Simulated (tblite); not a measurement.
# C7H17NSi: the cost of one run

Computed with tblite 0.8.0 and PySCF 2.14.0, with density-fitted response routines of our own, on a single molecule in the gas phase. Atoms count from 0, in the outputs and in this text.

### 1 The molecule as given

26 atoms, charge 0, multiplicity 1; geometry from: force field or distance geometry start.

Bonds of the start (Å): C0–C1 1.55, C1–C2 1.54, C1–C3 1.55, C1–Si4 1.96, Si4–C5 1.89, C5–C6 1.55, C6–C7 1.54, C7–N8 1.48, N8–Si4 1.74, C0–H9 1.10, C0–H10 1.11, C0–H11 1.10, C2–H12 1.10, C2–H13 1.10, C2–H14 1.09, C3–H15 1.10, C3–H16 1.09, C3–H17 1.09, Si4–H18 1.47, C5–H19 1.09, C5–H20 1.10, C6–H21 1.10, C6–H22 1.11, C7–H23 1.09, C7–H24 1.09, N8–H25 1.01.

### 2 Geometry optimisation with GFN2-xTB

Job settings and geometry (Å):

```
{"job": {"kind": "relax", "xc": "GFN2-xTB", "basis": "xTB"}, "charge": 0, "multiplicity": 1}
C     -2.319300    -0.194400     1.023300
C     -1.358500    -0.236600    -0.185900
C     -1.914700    -1.230800    -1.219300
C     -1.296600     1.173400    -0.822100
Si     0.404000    -0.827100     0.421100
C      1.302000     0.462100     1.476900
C      2.292500     1.135300     0.493600
C      2.759300     0.072200    -0.511100
N      1.569300    -0.733300    -0.867900
H     -1.992200     0.513900     1.795100
H     -3.331000     0.123600     0.704300
H     -2.434200    -1.177000     1.502700
H     -2.016400    -2.240200    -0.805000
H     -2.918900    -0.918400    -1.553600
H     -1.291300    -1.273200    -2.112300
H     -0.934300     1.918100    -0.090800
H     -0.634000     1.191000    -1.684700
H     -2.291200     1.481200    -1.146600
H      0.430900    -2.185200     0.993400
H      0.635800     1.194500     1.938300
H      1.855200    -0.043800     2.278700
H      1.781100     1.948400    -0.035000
H      3.146300     1.581400     1.043500
H      3.185500     0.521300    -1.406500
H      3.512800    -0.572900    -0.050400
H      1.836900    -1.660800    -1.166700
```

The run is started by

```
$ OMP_NUM_THREADS=1 python probes_run.py task.json out
```

This one command runs all jobs of the session in turn.

**Question.** How long does this first job take on 1 thread of Arm Neoverse N1, shared host?

About 1.4 s.
